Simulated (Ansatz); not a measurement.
Fe4Si: relaxation of cell and atoms with PBE

Crystal: Fe4Si.

```
Fe Si
1.0
     0.00000    2.02761    9.46634
     1.52190    0.00000    9.46634
     1.52190    2.02761    0.00000
Fe Si
4 1
Direct
  0.59407 0.59407 0.40593
  0.19797 0.19797 0.80203
  0.80203 0.80203 0.19797
  0.40593 0.40593 0.59407
  0.00000 0.00000 0.00000
```

The cell comes from a database or a generator and needn't be the stable form of this composition.

```
Program             : Ansatz 0.2.0
Task                : relaxation of cell and atoms
Functional          : PBE
Potentials or basis : Ansatz PAW
Cutoff              : 420 eV (not typed: the program's choice for these potentials)
k mesh              : 11 × 11 × 11
Occupations         : fermi-dirac, width 0.05 eV
Spin                : collinear spin, ferromagnetic start
Starting moments    : [3.0, 3.0, 3.0, 3.0, 0.0] μB
```

```json
{"Relaxed volume": "11.60 Å³/atom", "Relaxed cell": "a = 9.656 Å, b = 9.566 Å, c = 2.526 Å, α = 84.47°, β = 80.44°, γ = 15.09°", "Space group after relaxing (to 0.05 Å)": "Fmmm (No. 69)", "Energy gained by relaxing": "0.5 meV/atom", "Ionic steps": "7", "Pressure after relaxing": "0.0 GPa", "Band gap on the k mesh": "none (metal or under the smearing width)", "Net moment": "8.80 μB per cell", "Absolute moment": "9.42 μB per cell", "Site moments": "Fe +1.93, +2.57; Si -0.06 μB"}
```

Step by step:
```csv
step,energy change (eV),largest force (eV/Å),volume (Å³)
1,0.0000,0.0429,58.42
2,-0.0023,0.0213,58.16
3,-0.0029,0.0047,57.99
4,-0.0029,0.0027,57.99
5,-0.0029,0.0057,57.99
6,-0.0029,0.0013,58.00
7,-0.0027,0.0013,58.00
```

Final structure:
```yaml
crystal:
  lattice:
    - [0.00000, 2.01308, 9.44380]
    - [1.52548, 0.00000, 9.44380]
    - [1.52548, 2.01308, 0.00000]
  atoms:
    - { symbol: Fe, position: [0.59419, 0.59419, 0.40581] }
    - { symbol: Fe, position: [0.19818, 0.19818, 0.80182] }
    - { symbol: Fe, position: [0.80182, 0.80182, 0.19818] }
    - { symbol: Fe, position: [0.40581, 0.40581, 0.59419] }
    - { symbol: Si, position: [0.00000, 0.00000, 0.00000] }
```

Levels at points of the mesh, in eV from the Fermi level:
Spin up:
```
           k point  band 35  band 36  band 37  band 38  band 39  band 40  band 41  band 42  band 43  band 44
(0.00, 0.00, 0.00)    -1.34    -1.28    -1.16    -1.13    -1.10    -0.93    -0.34     6.81     8.86     8.95
```
Spin down:
| k point | band 28 | band 29 | band 30 | band 31 | band 32 | band 33 |
| --- | --- | --- | --- | --- | --- | --- |
| (0.00, 0.00, 0.00) | -0.46 | -0.46 | -0.27 | 0.01 | 0.81 | 0.88 |

Wall time 6.4 min on 2 threads of Arm Neoverse V1 (shared host), peak memory 1 GiB.

Caveat: the plane-wave basis is chosen anew once the cell has moved, so the energies of steps on either side of that aren't comparable.
